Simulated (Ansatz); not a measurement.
**doublet [GaCNCl2]+: levels of theory compared**

We compute a comparison of 6 runs (U-r2SCAN0/cc-pVDZ, U-wB97X/cc-pVDZ, UB3LYP/cc-pVDZ, RPA@PBE0/cc-pVDZ, UCCSD/cc-pVDZ, UCCSD(T)/cc-pVDZ) of doublet [GaCNCl2]+. 

The calculation is run with Ansatz 0.2.0.

74 further runs of the same task are left out: 1 that didn't finish, 73 set aside as unsound or not needed. Runs told in other sessions of the task aren't counted.

### Step 1. The molecule

[GaCNCl2]+: 5 atoms, total charge +1, spin state doublet. SMILES of the parent species: `N#[C][Ga]([Cl])[Cl]`. The shape is that of a PBE0-D4/def2-TZVP optimisation. That shape belongs to the parent species and isn't relaxed for this state.

Bond lengths: N1–C2 1.152 Å, C2–Ga3 1.918 Å, Ga3–Cl4 2.106 Å, Ga3–Cl5 2.106 Å. Angles: N1–C2–Ga3 180.0°, C2–Ga3–Cl4 119.8°, C2–Ga3–Cl5 119.8°, Cl4–Ga3–Cl5 120.5°.

### Step 2. The energy at U-r2SCAN0/cc-pVDZ (run 1)

Contents of in.yaml:

```yaml
crystal:
  periodic: [false, false, false]
  atoms:
    - {symbol: "N", position_ang: [0.909600, -1.318100, 1.914000]}
    - {symbol: C, position_ang: [0.493500, -0.715000, 1.025200]}
    - {symbol: Ga, position_ang: [-0.199400, 0.288700, -0.455700]}
    - {symbol: Cl, position_ang: [-1.735500, -0.526200, -1.643200]}
    - {symbol: Cl, position_ang: [0.581700, 2.197000, -0.881800]}
basis:
  gaussian:
    orbitals: cc-pVDZ
accuracy: high
hamiltonian:
  xc: {name: r2SCAN0}
total_charge: 1
output: {orbitals: {seedname: orbitals}}
magnetization:
  spin_polarized: true
  initial_magnetization: 1
```

Launch:

```sh
$ ansatz run in.yaml --threads 1 --pin off --max-ram 3480MiB --events-out events.jsonl --progress --plain --runs-dir runs
```

The log of the run:

```text
Warning: RAYON_NUM_THREADS=1 ignored (pool sized by the plan → 1); use --threads N
Functional definition: r2SCAN0
  name "r2SCAN0"
  parameter a = 0.25
  parameter k0 = 0.174
  parameter k1 = 0.065
  parameter a1 = 4.9479
  exchange = (1 - a)*r2scan_x(k0 = k0, k1 = k1, a1 = a1) + a*exact_x
  correlation = r2scan_c
1993 factors; integrals over basis functions are off by at most 4.4e-9 eV
mean field evaluation 1: about -79929.6480 eV, gradient 3.3e1 eV
mean field evaluation 2: about -79871.8844 eV, gradient 9.8e1 eV
mean field evaluation 4: about -79935.2072 eV, gradient 6.9e0 eV
mean field evaluation 8: about -79935.4314 eV, gradient 9.8e-1 eV
mean field evaluation 16: about -79935.5876 eV, gradient 1.6e-2 eV
mean field evaluation 32: about -79935.5876 eV, gradient 1.2e-5 eV
mean field evaluation 64: about -79935.3688 eV, gradient 3.2e0 eV
mean field evaluation 96: about -79935.4425 eV, gradient 2.4e-5 eV
mean field -79935.58761282 eV, -2937.5786624839 hartree, gradient 7.5e-8 eV, S^2 0.758758; 8 other end points of the search recorded, 0 dependent functions left out
reference -79935.58761429 eV, -2937.5786625378 hartree; 39, 38 occupied and 52, 53 virtual orbitals, 1993 factors
Total energy: -79935.58761429 eV, -2937.5786625378 hartree
```

Run time: 3.3 min. Hardware: 1 thread of Intel Xeon Platinum 8375C at 2.90GHz (Ice Lake), shared host; peak memory 0.83 GiB.

### Step 3. The energy at U-wB97X/cc-pVDZ (run 2)

in.yaml, as its differences from that of step 2:

```diff
@@ -11,7 +11,3 @@
     orbitals: cc-pVDZ
-accuracy: high
-hamiltonian:
-  xc: {name: r2SCAN0}
 total_charge: 1
-output: {orbitals: {seedname: orbitals}}
 magnetization:
@@ -19 +15,5 @@
   initial_magnetization: 1
+hamiltonian:
+  xc: {name: wB97X}
+accuracy: high
+output: {orbitals: {seedname: orbitals}}
```

Launch:

```sh
$ ansatz run in.yaml --threads 1 --pin off --max-ram 3480MiB --events-out events.jsonl --progress --plain --runs-dir runs
```

The log of the run, shortened:

```text
Warning: RAYON_NUM_THREADS=1 ignored (pool sized by the plan → 1); use --threads N
Functional definition: wB97X
  name "wB97X"
[...]
      + exact_x_lr(omega)
[...]
      + integral(e_c_pw_opposite_spin*poly(b97_u_opposite, 1, cos1, cos2, cos3, cos4))
1993 factors; integrals over basis functions are off by at most 4.4e-9 eV
375 factors; integrals over basis functions are off by at most 1.7e-9 eV
[...]
mean field -79940.25217458 eV, -2937.7500819666 hartree, gradient 9.1e-8 eV, S^2 0.764249; 6 other end points of the search recorded, 0 dependent functions left out
reference -79940.25217192 eV, -2937.7500818689 hartree; 39, 38 occupied and 52, 53 virtual orbitals, 1993 factors
Total energy: -79940.25217192 eV, -2937.7500818689 hartree
```

It took 3.1 min on 1 thread of Intel Xeon Platinum 8375C at 2.90GHz (Ice Lake), shared host; peak memory 1.1 GiB.

Runs 3 to 5 aren't shown in full; the table further down has their settings and results.

### Step 4. The energy at UCCSD(T)/cc-pVDZ (run 6)

Contents of job.yaml:

```yaml
crystal:
  periodic: [false, false, false]
  atoms:
    - symbol: "N"
      position_ang: [0.909600, -1.318100, 1.914000]
    - symbol: C
      position_ang: [0.493500, -0.715000, 1.025200]
    - symbol: Ga
      position_ang: [-0.199400, 0.288700, -0.455700]
    - symbol: Cl
      position_ang: [-1.735500, -0.526200, -1.643200]
    - symbol: Cl
      position_ang: [0.581700, 2.197000, -0.881800]
basis:
  gaussian:
    orbitals: cc-pVDZ
total_charge: 1
magnetization:
  spin_polarized: true
  initial_magnetization: 1
correlation:
  method: ccsd_t
  frozen_orbitals: {C: 1, Cl: 5, Ga: 9, "N": 1}
accuracy: high
scf:
  omitted_lower_state_checks: [cluster_reference, increment]
```

Launch:

```sh
$ ansatz run job.yaml --threads 1 --pin off --max-ram 3480MiB --events-out events.jsonl --progress --plain --runs-dir runs
```

The log of the run:

```text
Warning: RAYON_NUM_THREADS=1 ignored (pool sized by the plan → 1); use --threads N
[... 17 lines left out ...]
21 core orbitals not correlated: weight in the atoms' cores, before any rotation towards them, 1.000 or more for the frozen orbitals, at most 0.000 for the correlated occupied ones
[... 53 lines left out ...]
Total energy: -79862.48297967 eV, -2934.8921167676 hartree
Checks for a lower state left out: cluster_reference, increment
```

It took 2.5 min on 1 thread of Intel Xeon Platinum 8375C at 2.90GHz (Ice Lake), shared host; peak memory 0.9 GiB.

### Step 5. Overview of the runs

```
run              level  frozen core orbitals   energy (Eh)   ⟨S²⟩  wall time
  1  U-r2SCAN0/cc-pVDZ                     –  -2937.578663  0.759    3.3 min
  2    U-wB97X/cc-pVDZ                     –  -2937.750082  0.764    3.1 min
  3     UB3LYP/cc-pVDZ                     –  -2937.832773  0.755       68 s
  4   RPA@PBE0/cc-pVDZ                    21  -2935.073177  0.756       82 s
  5      UCCSD/cc-pVDZ                    21  -2934.868148  0.758    2.1 min
  6   UCCSD(T)/cc-pVDZ                    21  -2934.892117  0.758    2.5 min
```

### Step 6. Outcome

| quantity | value |
| --- | --- |
| run 6: total energy | -2934.89212 Eh |
| run 6: correlation energy (21 core orbitals frozen) | -647.3 mEh |
| run 6: (T) correction | -23.97 mEh |
| run 6: ⟨S²⟩ of the reference determinant | 0.758 |
| run 6: T1 diagnostic | 0.032 |

**Reading.** Totals of different functionals can't be ranked against each other. All runs together took 14 min, the longest 3.3 min.
